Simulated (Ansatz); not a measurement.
# Ni3Ge: the cost of one run

Method: DFT LDA, scalar-relativistic, plane waves, PAW, in Ansatz 0.2.0.

2 further runs of the same task are left out: 2 set aside as unsound or not needed.

## 1. Starting point

It takes space group Pm-3m (No. 221, cubic). The conventional cell has a = 3.491 Å, b = 3.491 Å, c = 3.491 Å, α = 90.00°, β = 90.00°, γ = 90.00°. Ni (site symmetry 4/mmm) is surrounded by 8 Ni at 2.47 Å and 4 Ge at 2.47 Å. Ge (site symmetry m-3m) has 12 Ni at 2.47 Å as nearest neighbours.

Coordinates:

```
Ni Ge
1.0
     3.49054    0.00000    0.00000
     0.00000    3.49054    0.00000
     0.00000    0.00000    3.49054
Ni Ge
3 1
Cartesian
  1.7453 0.0000 1.7453
  0.0000 1.7453 1.7453
  1.7453 1.7453 0.0000
  0.0000 0.0000 0.0000
```

It goes back to an entry of the Materials Project, which need not be the stable form.

It is the result of an earlier relaxation at this level (volume 10.63 Å³/atom; gap on the mesh: none (metal)).

## 2. Optical spectrum

File input.yaml:

```yaml
crystal:
  lattice:
    - [3.4905407635, 0.0, 0.0]
    - [0.0, 3.4905407635, 0.0]
    - [0.0, 0.0, 3.4905407635]
  atoms:
    - { symbol: Ni, position: [0.5, 0.0, 0.5] }
    - { symbol: Ni, position: [0.0, 0.5, 0.5] }
    - { symbol: Ni, position: [0.5, 0.5, 0.0] }
    - { symbol: Ge, position: [0.0, 0.0, 0.0] }
basis:
  ecutwfc: 420
kpoints:
  mp_grid: { grid: [12, 12, 12] }
hamiltonian:
  xc: lda
scf:
  occupations: { method: fermi_dirac, width: 0.15 }
  n_extra_bands: 16
output:
  eigenvalues: true
  optics: { e_range: [0, 14], sigma: 0.1, nscf_kmesh: { grid: [20, 20, 20] } }
checkpoint:
  read: start.run
  write: ck
  compress: false
  write_wavefunctions: false
  write_every: 100000
```

Command:

```
ansatz run input.yaml --threads 2 --pin off --max-ram 6144MiB --backend cpu --events-out ev --progress --plain --runs-dir out
```

**Question.** How long does this run take on 2 threads of Arm Neoverse V2, shared host, and how much memory does it need?

About 2.1 min, with a peak of 2.6 GiB.
